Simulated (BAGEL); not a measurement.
# CH4AlOS (SMILES C[O][Al][SH]) at ROHF/def2-SVP (density fitting with qzvpp-jkfit)

Aim: the energy change on altering one bond length of CH4AlOS at ROHF/def2-SVP (density fitting with qzvpp-jkfit), from 2 runs. 

The results are computed with BAGEL 1.2.2.

2 further runs of the same task are left out: 2 set aside as unsound or not needed. Runs told in other sessions of the task aren't counted.

## 1. The structure to begin with

CH4AlOS: 8 atoms, total charge 0, spin state doublet. SMILES: `C[O][Al][SH]`. The shape is that of a PBE0-D4/def2-TZVP optimisation. This is one conformer, not always the lowest.

Bond lengths: C1–O2 1.399 Å, O2–Al3 1.681 Å, Al3–S4 2.211 Å, C1–H5 1.095 Å, C1–H6 1.097 Å, C1–H7 1.095 Å, S4–H8 1.343 Å. Angles: C1–O2–Al3 138.8°, O2–Al3–S4 117.4°, O2–C1–H5 110.0°, O2–C1–H6 112.4°, O2–C1–H7 110.0°, Al3–S4–H8 93.1°, H5–C1–H6 108.1°, H5–C1–H7 108.0°, H6–C1–H7 108.1°.

## 2. A single-point energy at ROHF/def2-SVP (density fitting with qzvpp-jkfit)

Input file input.json:

```json
{ "bagel": [

{
  "title": "molecule",
  "basis": "svp",
  "df_basis": "qzvpp-jkfit",
  "angstrom": true,
  "geometry": [
    { "atom": "C", "xyz": [       0.012700,       1.389900,       0.390100 ] },
    { "atom": "O", "xyz": [       0.731400,       0.585100,      -0.499900 ] },
    { "atom": "Al", "xyz": [       0.776700,      -1.019600,      -0.998400 ] },
    { "atom": "S", "xyz": [      -0.666100,      -2.414800,      -0.071000 ] },
    { "atom": "H", "xyz": [      -0.477100,       2.204100,      -0.153500 ] },
    { "atom": "H", "xyz": [      -0.758200,       0.828800,       0.931900 ] },
    { "atom": "H", "xyz": [       0.691400,       1.833400,       1.125700 ] },
    { "atom": "H", "xyz": [      -0.218700,      -3.463900,      -0.780800 ] }
  ]
},

{ "title": "rohf", "nopen": 1 },

{ "title": "print", "file": "orbitals.molden", "orbitals": true }

]}
```

Command:

```console
$ BAGEL_NUM_THREADS=1 BAGEL input.json > input.out
```

The log of the run:

```text
* using 1 threads per process

  ===============================================================
  ===============================================================

  *** Geometry ***

  { "atom" : "C", "xyz" : [      0.024000,      2.626530,      0.737182 ] },
  { "atom" : "O", "xyz" : [      1.382146,      1.105679,     -0.944674 ] },
  { "atom" : "Al", "xyz" : [      1.467750,     -1.926765,     -1.886703 ] },
  { "atom" : "S", "xyz" : [     -1.258747,     -4.563311,     -0.134171 ] },
  { "atom" : "H", "xyz" : [     -0.901588,      4.165145,     -0.290073 ] },
  { "atom" : "H", "xyz" : [     -1.432790,      1.566205,      1.761036 ] },
  { "atom" : "H", "xyz" : [      1.306557,      3.464624,      2.127265 ] },
  { "atom" : "H", "xyz" : [     -0.413283,     -6.545822,     -1.475498 ] },

  Number of auxiliary basis functions:      480

  Since a DF basis is specified, we compute 2- and 3-index integrals:
    o Being stored without compression. Storage requirement is 0.027 GB

  Number of basis functions:       84
  Number of electrons      :       47

    * METHOD: MOLECULE                             0.18

  *** Open-shell HF ***

  === Nuclear Repulsion ===
   187.2074258462

      * DIIS with orbital gradients will be used.

  === ROHF iteration (svp) ===
      0       -754.06805398          0.03361283           0.11
      1       -754.19136900          0.02568798           0.11
      2       -754.23743241          0.01700133           0.11
      3       -754.27456129          0.00142504           0.11
      4       -754.27581888          0.00058384           0.12
      5       -754.27613767          0.00021207           0.11
      6       -754.27621330          0.00004380           0.11
      7       -754.27624100          0.00001126           0.11
      8       -754.27624483          0.00000464           0.11
      9       -754.27624523          0.00000144           0.11
     10       -754.27624524          0.00000053           0.11
     11       -754.27624529          0.00000024           0.11
     12       -754.27624529          0.00000006           0.11
     13       -754.27624529          0.00000003           0.11
     14       -754.27624529          0.00000001           0.11
     15       -754.27624529          0.00000000           0.11
    * SCF iteration converged.

    * S^2 (ROHF) is 0.7500

    * Permanent dipole moment:
           (   -0.254985,    -0.036021,     0.223436) a.u.

    * METHOD: ROHF                                 1.90

    * METHOD: PRINT                                0.01

  ===============================================================
```

Wall time 2.3 s (1 thread of Arm Neoverse V2, shared host); peak memory 0.12 GiB.

## 3. The distorted shape

Input file calc.json:

```json
{ "bagel": [

{
  "title": "molecule",
  "basis": "svp",
  "df_basis": "qzvpp-jkfit",
  "angstrom": "true",
  "geometry": [
    { "atom": "C", "xyz": [       0.734078,       2.087479,      -0.073586 ] },
    { "atom": "O", "xyz": [       1.452778,       1.282679,      -0.963586 ] },
    { "atom": "Al", "xyz": [       1.498078,      -0.322021,      -1.462086 ] },
    { "atom": "S", "xyz": [      -0.666100,      -2.414800,      -0.071000 ] },
    { "atom": "H", "xyz": [       0.244278,       2.901679,      -0.617186 ] },
    { "atom": "H", "xyz": [      -0.036822,       1.526379,       0.468214 ] },
    { "atom": "H", "xyz": [       1.412778,       2.530979,       0.662014 ] },
    { "atom": "H", "xyz": [      -0.218700,      -3.463900,      -0.780800 ] }
  ]
},

{ "title": "rohf", "nopen": 1 },

{ "title": "print", "file": "orbitals.molden", "orbitals": "true" }

]}
```

Command:

```console
$ BAGEL_NUM_THREADS=1 BAGEL calc.json > calc.out
```

The log of the run:

```text
* using 1 threads per process

  ===============================================================
  ===============================================================

  *** Geometry ***

  { "atom" : "C", "xyz" : [      1.387206,      3.944764,     -0.139057 ] },
  { "atom" : "O", "xyz" : [      2.745353,      2.423912,     -1.820914 ] },
  { "atom" : "Al", "xyz" : [      2.830957,     -0.608531,     -2.762942 ] },
  { "atom" : "S", "xyz" : [     -1.258747,     -4.563311,     -0.134171 ] },
  { "atom" : "H", "xyz" : [      0.461619,      5.483379,     -1.166313 ] },
  { "atom" : "H", "xyz" : [     -0.069583,      2.884438,      0.884796 ] },
  { "atom" : "H", "xyz" : [      2.669763,      4.782857,      1.251025 ] },
  { "atom" : "H", "xyz" : [     -0.413283,     -6.545822,     -1.475498 ] },

  Number of auxiliary basis functions:      480

  Since a DF basis is specified, we compute 2- and 3-index integrals:
    o Being stored without compression. Storage requirement is 0.027 GB

  Number of basis functions:       84
  Number of electrons      :       47

    * METHOD: MOLECULE                             0.17

  *** Open-shell HF ***

  === Nuclear Repulsion ===
   161.6733748297

      * DIIS with orbital gradients will be used.

  === ROHF iteration (svp) ===
      0       -753.98291229          0.03325907           0.11
      1       -754.11257785          0.02584644           0.11
      2       -754.15907854          0.01741377           0.11
      3       -754.19846315          0.00148506           0.11
      4       -754.20127940          0.00118836           0.11
      5       -754.20340673          0.00106301           0.11
      6       -754.20614059          0.00097204           0.11
      7       -754.20373126          0.00207883           0.11
      8       -754.21103860          0.00037161           0.11
      9       -754.21087978          0.00031117           0.11
     10       -754.21058256          0.00004857           0.11
     11       -754.21077569          0.00004980           0.11
     12       -754.21083281          0.00001826           0.11
     13       -754.21081388          0.00000908           0.11
     14       -754.21081471          0.00000201           0.11
     15       -754.21081169          0.00000082           0.11
     16       -754.21081103          0.00000027           0.11
     17       -754.21081131          0.00000012           0.11
     18       -754.21081130          0.00000006           0.11
     19       -754.21081129          0.00000003           0.11
     20       -754.21081128          0.00000002           0.11
     21       -754.21081128          0.00000002           0.11
     22       -754.21081128          0.00000001           0.11
     23       -754.21081128          0.00000001           0.11
     24       -754.21081128          0.00000001           0.11
     25       -754.21081128          0.00000001           0.11
    * SCF iteration converged.

    * S^2 (ROHF) is 0.7500

    * Permanent dipole moment:
           (    0.115734,    -0.014656,    -0.110916) a.u.

    * METHOD: ROHF                                 2.96

    * METHOD: PRINT                                0.01

  ===============================================================
```

Wall time 3.3 s (1 thread of Arm Neoverse V2, shared host); peak memory 0.12 GiB.

## 4. Outcome

Level: ROHF/def2-SVP (density fitting with qzvpp-jkfit).

| quantity | value |
| --- | --- |
| first shape: total energy | -754.27625 Eh |
| first shape: dipole moment | 0.87 D |
| first shape: ⟨S²⟩ | 0.750 |
| distorted shape: total energy | -754.21081 Eh |
| distorted shape: dipole moment | 0.41 D |
| distorted shape: ⟨S²⟩ | 0.750 |
| energy change with the Al3–S4 bond stretched from 2.211 to 3.316 Å | 1.781 eV |

**Reading.** With the Al3–S4 bond stretched from 2.211 to 3.316 Å the energy rises by 1.78 eV (41 kcal/mol). The first shape isn't relaxed at this level, so the change isn't measured from a minimum.
